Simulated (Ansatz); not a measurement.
**CH6Cl2InP: how energies converge with the basis set**

The task here is to estimate one member of a computed series from the others.

Program: Ansatz 0.2.0, Gaussian basis. Level of theory: one geometry, several basis sets. These are calculated values, not measurements.

Levels to be run: PBE0-D4/def2-SVP; ωB97M-V/def2-SVP; PBE0-D4/def2-QZVPP; ωB97M-V/def2-QZVPP; the functionals' def2-TZVPP values are taken from earlier runs.

## The relaxed structure

An earlier PBE0-D4 in a triple-zeta def2 set relaxation fixed the geometry. In takes the def2 core potential; no spin-orbit term is included.

SMILES `[CH3][In-]([PH3+])([Cl])[Cl]`, 11 atoms, charge 0, spin multiplicity 1.

Atoms are counted from 1 here; the program's logs count them from 0.

Bond lengths: C1–In2 2.133 Å, C1–H6 1.090 Å, C1–H7 1.090 Å, C1–H8 1.090 Å, In2–P3 2.751 Å, In2–Cl4 2.361 Å, In2–Cl5 2.361 Å, P3–H9 1.410 Å, P3–H10 1.407 Å, P3–H11 1.410 Å. Angles: In2–C1–H6 108.9°, In2–C1–H7 109.7°, In2–C1–H8 109.7°, H6–C1–H7 109.2°, H6–C1–H8 109.2°, H7–C1–H8 110.1°, C1–In2–P3 112.9°, C1–In2–Cl4 121.9°, C1–In2–Cl5 121.9°, P3–In2–Cl4 89.1°, P3–In2–Cl5 89.0°, Cl4–In2–Cl5 110.9°, In2–P3–H9 123.2°, In2–P3–H10 108.5°, In2–P3–H11 123.0°, H9–P3–H10 99.2°, H9–P3–H11 99.0°, H10–P3–H11 99.2°.

As a file:

```
C    -2.0760    0.1470    0.7170
In   -0.5465    0.3325   -0.7577
P     1.9352   -0.4064    0.1726
Cl   -0.3100   -1.2286   -2.5136
Cl    0.3508    2.4301   -1.3671
H    -3.0324    0.4180    0.2699
H    -1.8663    0.8171    1.5501
H    -2.1243   -0.8831    1.0690
H     2.6161    0.2884    1.1936
H     2.8677   -0.2455   -0.8686
H     2.2510   -1.7264    0.5553
```

The first run:

File in.yaml:

```yaml
crystal:
  periodic: [false, false, false]
  atoms:
    - {symbol: C, position_ang: [-2.075963, 0.146952, 0.717033]}
    - {symbol: In, position_ang: [-0.546453, 0.332516, -0.757726]}
    - {symbol: P, position_ang: [1.935161, -0.406366, 0.172577]}
    - {symbol: Cl, position_ang: [-0.310018, -1.228590, -2.513616]}
    - {symbol: Cl, position_ang: [0.350767, 2.430066, -1.367097]}
    - {symbol: H, position_ang: [-3.032372, 0.418029, 0.269923]}
    - {symbol: H, position_ang: [-1.866274, 0.817074, 1.550089]}
    - {symbol: H, position_ang: [-2.124296, -0.883052, 1.069020]}
    - {symbol: H, position_ang: [2.616146, 0.288396, 1.193598]}
    - {symbol: H, position_ang: [2.867660, -0.245484, -0.868617]}
    - {symbol: H, position_ang: [2.251041, -1.726440, 0.555318]}
basis:
  gaussian: {orbitals: def2-SVP}
hamiltonian: {xc: pbe0, dispersion: d4}
output: {orbitals: {seedname: orbitals}}
```

Command:

```sh
$ ansatz run in.yaml --threads 4 --pin off --events-out ev --progress --plain --max-ram 11315MiB
```

Among the steps run: PBE0-D4 in def2-SVP; ωB97M-V in def2-SVP; PBE0-D4 in def2-QZVPP; ωB97M-V in def2-QZVPP.

One table of the session follows, with a row left open; its other results are not shown here.

It belongs to the step «Density functionals: the series». 

| functional | basis | HOMO (eV) |
| --- | --- | --- |
| PBE0-D4 | def2-SVP | -7.75 |
| PBE0-D4 | def2-TZVPP | -7.93 |
| PBE0-D4 | def2-QZVPP | -7.96 |
| ωB97M-V | def2-SVP | -9.90 |
| ωB97M-V | def2-TZVPP | -10.11 |
| ωB97M-V | def2-QZVPP | ? |

**Question.** Estimate the row for ωB97M-V, def2-QZVPP.

**Answer.** HOMO (eV): -10.14. In the column «HOMO (eV)» it is the lowest.
